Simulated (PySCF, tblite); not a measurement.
# C7H12Ge: geometry, infrared bands and NMR shifts

Wanted: the infrared bands and NMR shifts of C7H12Ge (`CCCC1=[CH][GeH2][CH]=C1`), by calculation.

The runs use tblite 0.8.0 and PySCF 2.14.0, with density-fitted response routines of our own; the level of theory stands in each step. All values are computed, except where a source is named. Atoms count from 0, in the outputs and in this text.

## 1. The starting structure

20 atoms, charge 0, multiplicity 1; geometry from: force field or distance geometry start.

Bonds of the start (Å): C0–C1 1.51, C1–C2 1.49, C2–C3 1.54, C3–C4 1.31, C4–Ge5 1.94, Ge5–C6 1.93, C6–C7 1.31, C7–C3 1.42, C0–H8 1.09, C0–H9 1.10, C0–H10 1.11, C1–H11 1.10, C1–H12 1.11, C2–H13 1.09, C2–H14 1.10, C4–H15 1.05, Ge5–H16 1.52, Ge5–H17 1.52, C6–H18 1.09, C7–H19 1.12.

## 2. Geometry optimisation with GFN2-xTB

What the job is given:

```
{"job": {"kind": "relax", "xc": "GFN2-xTB", "basis": "xTB"}, "charge": 0, "multiplicity": 1}
C      3.070800     0.280200     0.384700
C      1.605900    -0.038800     0.556600
C      0.890400     0.473500    -0.651400
C     -0.583600     0.114900    -0.403400
C     -1.195800    -0.682500    -1.239500
Ge    -3.006900    -0.907800    -0.580100
C     -2.534800     0.244500     0.898800
C     -1.278700     0.594000     0.733400
H      3.214500     1.354300     0.505800
H      3.343700     0.022100    -0.651500
H      3.703500    -0.339400     1.055100
H      1.235800     0.470300     1.456600
H      1.446600    -1.124600     0.730100
H      1.244600    -0.039200    -1.543900
H      1.017400     1.565800    -0.700700
H     -0.862000    -1.143000    -2.125100
H     -3.273400    -2.343400    -0.145400
H     -4.049100    -0.293300    -1.493500
H     -3.192700     0.534900     1.716700
H     -0.801300     1.268000     1.493800
```

On the command line:

```sh
> OMP_NUM_THREADS=1 python probes_run.py task.json out
```

One launch serves the whole session: the jobs run in the order shown.

**Question.** This job is followed by: GFN2-xTB harmonic vibrations, gas phase; GIAO PBE0/pcSseg-1 NMR shielding, non-relativistic, gas phase. Predict these results of the whole session: strongest single infrared mode (GFN2-xTB); zero-point energy (GFN2-xTB); ¹³C shifts against TMS (PBE0/pcSseg-1); ¹H shifts against TMS (PBE0/pcSseg-1, means over atoms taken as alike); ⁷³Ge shifts against GeMe4 (PBE0/pcSseg-1).

**Answer**, as computed:

| quantity | value |
| --- | --- |
| strongest single infrared mode (GFN2-xTB) | 2014 cm⁻¹, 500 km/mol |
| zero-point energy (GFN2-xTB) | 101.2 kcal/mol |
| ¹³C shifts against TMS (PBE0/pcSseg-1) | 169.2, 156.3, 137.9, 125.5, 44.5, 29.4, 17.5 ppm |
| ¹H shifts against TMS (PBE0/pcSseg-1, means over atoms taken as alike) | 7.11, 6.52, 5.91, 4.59, 2.33, 1.47, 1.10 ppm |
| ⁷³Ge shifts against GeMe4 (PBE0/pcSseg-1) | -145 ppm |

In words: Relaxing lowered the energy by 0.515 eV in 85 steps; the close pair that moved most is C3–C7, from 1.416 to 1.466 Å. No mode is imaginary among the 54: a minimum at this level. The strongest single mode, at 2014 cm⁻¹, moves mainly H17 and H16. Unscaled tight-binding wavenumbers are off by several per cent, some by more. Its intensities can rank the bands wrongly. At PBE0/pcSseg-1: Shielding is most anisotropic at Ge5 (span 287 ppm, paramagnetic term -1279 ppm). Spin-orbit coupling is left out, which matters for shieldings and couplings at and beside the heavy atoms.
